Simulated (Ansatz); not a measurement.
# SiHClF2 (SMILES F[SiH](F)Cl): r2SCAN/6-311+G(d,p)

Aim: the electronic atomisation energy of SiHClF2 at r2SCAN/6-311+G**, from 5 runs. 

Program for the calculation: Ansatz 0.2.0.

44 further runs of the same task are left out: 44 set aside as unsound or not needed. Runs told in other sessions of the task aren't counted.

### 1 The structure to begin with

The species is SiHClF2 (5 atoms), meant as a singlet with charge 0. SMILES: `F[SiH](F)Cl`. Geometry: relaxed at PBE0-D4/def2-TZVP.

Bond lengths: F1–Si2 1.577 Å, Si2–F3 1.577 Å, Si2–Cl4 2.018 Å, Si2–H5 1.465 Å. Angles: F1–Si2–F3 107.6°, F1–Si2–Cl4 109.0°, F3–Si2–Cl4 109.0°, F1–Si2–H5 109.8°, F3–Si2–H5 109.8°, Cl4–Si2–H5 111.5°.

### 2 The energy at r2SCAN/6-311+G(d,p)

File run.yaml:

```yaml
crystal:
  periodic: [false, false, false]
  atoms:
    - {symbol: F, position_ang: [-0.339600, -0.621400, 1.420100]}
    - {symbol: Si, position_ang: [0.095900, -0.000200, 0.037800]}
    - {symbol: F, position_ang: [-0.033500, 1.566800, 0.156500]}
    - {symbol: Cl, position_ang: [-1.157500, -0.656000, -1.401500]}
    - {symbol: H, position_ang: [1.484600, -0.363000, -0.254200]}
basis:
  gaussian: {orbitals: 6-311+G_st__st_-spherical.json}
hamiltonian: {xc: r2scan}
accuracy: high
output: {orbitals: {seedname: orbitals}}
```

The basis set 6-311+G** is read from a file made from the Basis Set Exchange's data (not shown).

On the command line:

```sh
$ ansatz run run.yaml --threads 1 --pin off --max-ram 3480MiB --events-out events.jsonl --progress --plain --runs-dir runs
```

Standard output:

```text
Warning: RAYON_NUM_THREADS=1 ignored (pool sized by the plan → 1); use --threads N
Functional definition: r2SCAN
  name "r2SCAN"
  parameter k0 = 0.174
  parameter k1 = 0.065
  parameter a1 = 4.9479
  exchange = r2scan_x(k0 = k0, k1 = k1, a1 = a1)
  correlation = r2scan_c
1916 factors; integrals over basis functions are off by at most 4.4e-9 eV
mean field evaluation 1: about -25850.3538 eV, gradient 4.7e1 eV
mean field evaluation 2: about -25843.4436 eV, gradient 8.5e1 eV
mean field evaluation 4: about -25853.3700 eV, gradient 1.5e0 eV
mean field evaluation 8: about -25853.3695 eV, gradient 5.6e-2 eV
mean field evaluation 16: about -25853.3695 eV, gradient 1.2e-5 eV
mean field -25853.36954756 eV, -950.0938068295 hartree, gradient 4.3e-8 eV, S^2 0.000000; 0 other end points of the search recorded, 0 dependent functions left out
reference -25853.36954958 eV, -950.0938069039 hartree; 25, 25 occupied and 85, 85 virtual orbitals, 1916 factors
Total energy: -25853.36954958 eV, -950.0938069039 hartree
```

It took 19 s on 1 thread of Arm Neoverse V1, shared host; peak memory 0.3 GiB.

### 3 The Cl atom, same level

File run.yaml:

```yaml
crystal:
  periodic: [false, false, false]
  atoms:
    - {symbol: Cl, position_ang: [0.000000, 0.000000, 0.000000]}
basis:
  gaussian: {orbitals: 6-311+G_st__st_-spherical.json}
magnetization: {spin_polarized: true, initial_magnetization: 1}
hamiltonian: {xc: {name: r2SCAN}}
accuracy: high
```

The basis set 6-311+G** is read from a file made from the Basis Set Exchange's data (not shown).

Run the same way, it converges to -460.11421 Eh (log not shown).

### 4 The F atom

File molecule.yaml:

```yaml
basis:
  gaussian: {orbitals: 6-311+G_st__st_.json}
crystal:
  periodic: [false, false, false]
  atoms:
    - symbol: F
      position_ang: [0.000000, 0.000000, 0.000000]
magnetization: {spin_polarized: true, initial_magnetization: 1}
accuracy: high
hamiltonian: {xc: r2scan}
```

The basis set 6-311+G** is read from a file made from the Basis Set Exchange's data (not shown).

Run the same way, it converges to -99.71736 Eh (log not shown).

### 5 The H atom

File run.yaml:

```yaml
basis:
  gaussian: {orbitals: 6-311+G_st__st_.json}
crystal:
  periodic: [false, false, false]
  atoms:
    - symbol: H
      position_ang: [0.000000, 0.000000, 0.000000]
magnetization: {spin_polarized: true, initial_magnetization: 1}
hamiltonian: {xc: r2scan}
accuracy: high
```

The basis set 6-311+G** is read from a file made from the Basis Set Exchange's data (not shown).

Run the same way, it converges to -0.49993 Eh (log not shown).

### 6 The Si atom, same level

File run.yaml:

```yaml
crystal:
  periodic: [false, false, false]
  atoms:
    - {symbol: Si, position_ang: [0.000000, 0.000000, 0.000000]}
basis:
  gaussian:
    orbitals: 6-311+G_st__st_-spherical.json
hamiltonian:
  xc: {name: r2SCAN}
total_charge: 0
accuracy: high
magnetization:
  spin_polarized: true
  initial_magnetization: 2
```

The basis set 6-311+G** is read from a file made from the Basis Set Exchange's data (not shown).

Run the same way, it converges to -289.34167 Eh (log not shown).

### 7 Summary of results

Level: r2SCAN/6-311+G**.

```
                     quantity          value
       molecule: total energy  -950.09381 Eh
        molecule: HOMO energy       -9.05 eV
        molecule: LUMO energy       -0.09 eV
      molecule: HOMO–LUMO gap        8.96 eV
        Cl atom: total energy  -460.11421 Eh
                Cl atom: ⟨S²⟩          0.753
         F atom: total energy   -99.71736 Eh
                 F atom: ⟨S²⟩          0.752
         H atom: total energy    -0.49993 Eh
                 H atom: ⟨S²⟩          0.750
        Si atom: total energy  -289.34167 Eh
                Si atom: ⟨S²⟩          2.004
electronic atomisation energy      19.137 eV
```

**Reading.** Taking the molecule apart into free atoms costs 19.14 eV (1846 kJ/mol), before zero-point energy and without spin-orbit coupling.
